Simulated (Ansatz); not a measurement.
# C2H9FN2Si: geometry optimisation

The task is to find a stationary geometry of C2H9FN2Si.

Computed with Ansatz 0.2.0, Gaussian basis. Level: RKS PBE0-D4/def2-TZVP.

Plan: relaxation at PBE0-D4/def2-TZVP.

1 further run of the same task is left out (set aside as unsound or not needed).

## Step 1: The starting structure

SMILES `CN(C)[SiH](N)F`, 15 atoms, charge 0, spin multiplicity 1.

Atoms are counted from 1 here; the program's logs count them from 0.

Bond lengths: C1–N2 1.443 Å, C1–H7 1.093 Å, C1–H8 1.097 Å, C1–H9 1.086 Å, N2–C3 1.441 Å, N2–Si4 1.711 Å, C3–H10 1.086 Å, C3–H11 1.098 Å, C3–H12 1.093 Å, Si4–N5 1.716 Å, Si4–F6 1.611 Å, Si4–H13 1.465 Å, N5–H14 1.007 Å, N5–H15 1.005 Å. Angles: N2–C1–H7 109.6°, N2–C1–H8 111.8°, N2–C1–H9 109.6°, H7–C1–H8 108.2°, H7–C1–H9 108.8°, H8–C1–H9 108.8°, C1–N2–C3 112.4°, C1–N2–Si4 120.4°, C3–N2–Si4 122.5°, N2–C3–H10 109.7°, N2–C3–H11 111.8°, N2–C3–H12 109.7°, H10–C3–H11 108.9°, H10–C3–H12 108.7°, H11–C3–H12 108.1°, N2–Si4–N5 108.4°, N2–Si4–F6 106.2°, N2–Si4–H13 116.4° and more.

The start is a GFN2-xTB geometry.

## Step 2: Relaxation at PBE0-D4/def2-TZVP

in.yaml reads:

```yaml
crystal:
  periodic: [false, false, false]
  atoms:
    - {symbol: C, position_ang: [0.429100, 1.060180, -1.474100]}
    - {symbol: N, position_ang: [0.097720, 0.073810, -0.474470]}
    - {symbol: C, position_ang: [0.790230, -1.172840, -0.682580]}
    - {symbol: Si, position_ang: [-0.485800, 0.557940, 1.059720]}
    - {symbol: N, position_ang: [-1.279540, -0.781040, 1.783160]}
    - {symbol: F, position_ang: [-1.649720, 1.635630, 0.779590]}
    - {symbol: H, position_ang: [0.185410, 0.673240, -2.467240]}
    - {symbol: H, position_ang: [1.496240, 1.314770, -1.457830]}
    - {symbol: H, position_ang: [-0.148070, 1.963260, -1.299550]}
    - {symbol: H, position_ang: [0.452600, -1.904090, 0.045370]}
    - {symbol: H, position_ang: [1.877780, -1.055260, -0.590430]}
    - {symbol: H, position_ang: [0.573880, -1.551030, -1.685400]}
    - {symbol: H, position_ang: [0.450430, 1.297800, 1.909410]}
    - {symbol: H, position_ang: [-2.050130, -0.571230, 2.395710]}
    - {symbol: H, position_ang: [-0.740110, -1.541140, 2.158650]}
basis:
  gaussian: {orbitals: def2-TZVP}
hamiltonian: {xc: pbe0, dispersion: d4}
relax: {f_tol: 0.005, max_steps: 150}
```

The run is started by

```bash
> ansatz run in.yaml --threads 2 --pin off --events-out ev --progress --plain --max-ram 22528MiB --backend cuda --devices 0, --max-vram 18GiB
```

Before running them: what should the planned runs give, taken together? Wanted: point group; shift from the start; total energy; dispersion term; dipole moment.

As calculated:

| quantity | value |
| --- | --- |
| point group | C1 |
| steps | 18 |
| shift from the start (rms) | 0.783 Å |
| total energy | -15790.4357 eV |
| dispersion term | -280 meV |
| dipole moment | 2.09 D |

In words: The atoms moved 0.78 Å (rms) from the start; the bond that changed most is Si4–H13, from 1.465 to 1.482 Å. No vibrations were run, so it is not proven to be a minimum. The largest Mulliken charge, -0.63 e, sits on N5.
